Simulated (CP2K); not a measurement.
# GFN2-xTB run of CH6BBrSi (SMILES B[SiH](C)Br)

What is the vertical ionisation energy of CH6BBrSi at GFN2-xTB? 

The results are computed with CP2K 2026.2.

1 further run of the same task is left out (set aside as unsound or not needed).

## (1) The structure to begin with

CH6BBrSi: 10 atoms, total charge 0, spin state singlet. SMILES: `B[SiH](C)Br`. The coordinates come from a GFN2-xTB relaxation.

Bond lengths: B1–Si2 1.949 Å, Si2–C3 1.904 Å, Si2–Br4 2.272 Å, B1–H5 1.168 Å, B1–H6 1.170 Å, Si2–H7 1.469 Å, C3–H8 1.088 Å, C3–H9 1.087 Å, C3–H10 1.087 Å. Some angles: B1–Si2–C3 116.5°, B1–Si2–Br4 105.3°, C3–Si2–Br4 104.4°, B1–Si2–H7 120.9°, C3–Si2–H7 107.1°, Br4–Si2–H7 100.0°, Si2–B1–H5 121.6°, Si2–B1–H6 121.2°, Si2–C3–H8 111.3°, Si2–C3–H9 111.6°.

## (2) A single-point energy at GFN2-xTB

qs.inp

```
&global
 project qs
 run_type ENERGY
 print_level MEDIUM
&end global

&force_eval
 method QS
 &dft
  &qs
   method XTB
   eps_default 1.0E-10
   &xtb
    gfn_type TBLITE
    &tblite
     method GFN2
    &end tblite
    check_atomic_charges F
   &end xtb
  &end qs
  &poisson
   periodic NONE
   poisson_solver ANALYTIC
  &end poisson
  &scf
   scf_guess ATOMIC
   eps_scf 1.0E-06
   max_scf 150
   added_mos 4
   &diagonalization
    algorithm STANDARD
   &end diagonalization
   &mixing
    method DIRECT_P_MIXING
    alpha 0.4
   &end mixing
   &smear ON
    method FERMI_DIRAC
    electronic_temperature [K] 300
   &end smear
  &end scf
  &print
   &moments
    periodic F
    reference COM
    max_moment 1
   &end moments
   &mo ON
    energies T
    occupation_numbers T
    ndigits 6
    &each
     qs_scf 0
    &end each
    add_last NUMERIC
   &end mo
   &hirshfeld OFF
   &end hirshfeld
  &end print
 &end dft
 &subsys
  &cell
   abc 11.4 12.2 11.4
   periodic NONE
  &end cell
  &coord
   B     -0.985800     1.528610    -0.449430
   Si     0.097570    -0.081890    -0.628510
   C      0.828050    -0.795900     0.977940
   Br    -1.332340    -1.687610    -1.362340
   H     -0.869510     2.428600    -1.184460
   H     -1.815010     1.613650     0.370940
   H      1.140360    -0.179850    -1.659000
   H      0.057600    -0.938640     1.732290
   H      1.301820    -1.759170     0.808150
   H      1.577240    -0.127790     1.394430
  &end coord
  &topology
   &center_coordinates
   &end center_coordinates
  &end topology
 &end subsys
&end force_eval
```

The run is started by

```sh
$ OMP_NUM_THREADS=1 cp2k.psmp qs.inp > qs.out
```

Log (excerpt; [...] marks lines left out):

```text
CP2K| version string:                                       CP2K version 2026.2
[...]
 GLOBAL| Method name                                                        CP2K
[...]
 GLOBAL| Run type                                                         ENERGY
[...]
                             - Atoms:                                         10
[...]
                             - Spherical basis functions:                     32
[...]
 Number of electrons:                                                         24
[...]
  *** SCF run converged in    23 steps ***
[...]
  Fermi energy:                                                -0.34618403311752
[...]
 TB_DIPOLE| Moment [Debye]          1.14512192       2.12441245       0.72824820
 TB_DIPOLE| Derivative [a.u.]       0.00000000       0.00000000       0.00000000
[...]
 ENERGY| Total FORCE_EVAL ( QS ) energy [hartree]            -12.262032357563694
[...]
```

It took 0.86 s on 1 thread of AMD EPYC 9R45 (Zen 5), shared host; peak memory 0.19 GiB.

## (3) The doublet cation at the same level

run.inp

```
&FORCE_EVAL
  METHOD QS
  &DFT
    CHARGE 1
    MULTIPLICITY 2
    UKS T
    &QS
      METHOD XTB
      EPS_DEFAULT 1.0E-10
      &XTB
        GFN_TYPE TBLITE
        &TBLITE
          METHOD GFN2
        &END TBLITE
        CHECK_ATOMIC_CHARGES F
      &END XTB
    &END QS
    &POISSON
      PERIODIC NONE
      POISSON_SOLVER ANALYTIC
    &END POISSON
    &SCF
      SCF_GUESS ATOMIC
      EPS_SCF 1.0E-06
      MAX_SCF 150
      ADDED_MOS 2
      &DIAGONALIZATION
        ALGORITHM STANDARD
      &END DIAGONALIZATION
      &MIXING
        METHOD DIRECT_P_MIXING
        ALPHA 0.4
      &END MIXING
    &END SCF
    &PRINT
      &MOMENTS
        PERIODIC F
        REFERENCE COM
        MAX_MOMENT 1
      &END MOMENTS
      &MO ON
        ENERGIES T
        OCCUPATION_NUMBERS T
        NDIGITS 6
        &EACH
          QS_SCF 0
        &END EACH
        ADD_LAST NUMERIC
      &END MO
      &HIRSHFELD OFF
      &END HIRSHFELD
    &END PRINT
  &END DFT
  &SUBSYS
    &CELL
      ABC 11.4 12.2 11.4
      PERIODIC NONE
    &END CELL
    &COORD
      B     -0.985800     1.528610    -0.449430
      Si     0.097570    -0.081890    -0.628510
      C      0.828050    -0.795900     0.977940
      Br    -1.332340    -1.687610    -1.362340
      H     -0.869510     2.428600    -1.184460
      H     -1.815010     1.613650     0.370940
      H      1.140360    -0.179850    -1.659000
      H      0.057600    -0.938640     1.732290
      H      1.301820    -1.759170     0.808150
      H      1.577240    -0.127790     1.394430
    &END COORD
    &TOPOLOGY
      &CENTER_COORDINATES
      &END CENTER_COORDINATES
    &END TOPOLOGY
  &END SUBSYS
&END FORCE_EVAL

&GLOBAL
  PROJECT run
  RUN_TYPE ENERGY
  PRINT_LEVEL MEDIUM
&END GLOBAL
```

The run is started by

```sh
$ OMP_NUM_THREADS=1 cp2k.psmp -i run.inp > run.out 2>&1
```

Log (excerpt; [...] marks lines left out):

```text
CP2K| version string:                                       CP2K version 2026.2
[...]
 GLOBAL| Method name                                                        CP2K
[...]
 GLOBAL| Run type                                                         ENERGY
[...]
                             - Atoms:                                         10
[...]
                             - Spherical basis functions:                     32
[...]
 Number of electrons:                                                         12
[...]
  *** SCF run converged in    37 steps ***
[...]
  Fermi energy:                                                -0.60543911496634
[...]
 TB_DIPOLE| Moment [Debye]          3.46873803       5.61705869       3.00555685
 TB_DIPOLE| Derivative [a.u.]       0.00000000       0.00000000       0.00000000
[...]
 ENERGY| Total FORCE_EVAL ( QS ) energy [hartree]            -11.761516826995777
[...]
```

It took 0.96 s on 1 thread of AMD EPYC 9R45 (Zen 5), shared host; peak memory 0.19 GiB.

## (4) Outcome

At GFN2-xTB:

| quantity | value |
| --- | --- |
| singlet CH6BBrSi: total energy | -12.26203 Eh |
| singlet CH6BBrSi: dipole moment (from atomic charges alone) | 2.52 D |
| singlet CH6BBrSi: HOMO energy | -10.84 eV |
| singlet CH6BBrSi: LUMO energy | -8.52 eV |
| singlet CH6BBrSi: HOMO–LUMO gap | 2.31 eV |
| doublet cation: total energy | -11.76152 Eh |
| doublet cation: HOMO energy (highest over α and β) | -16.54 eV |
| doublet cation: LUMO energy (lowest over α and β) | -16.41 eV |
| vertical ionisation energy (to the doublet cation) | 13.620 eV |

**Reading.** Removing an electron at fixed nuclei costs 13.62 eV (314 kcal/mol). xTB total energies overstate such differences by several eV unless an empirical shift is taken off; none is applied here. The dipole (singlet CH6BBrSi) comes from point charges on the atoms alone, without atomic dipoles, so it is partial.
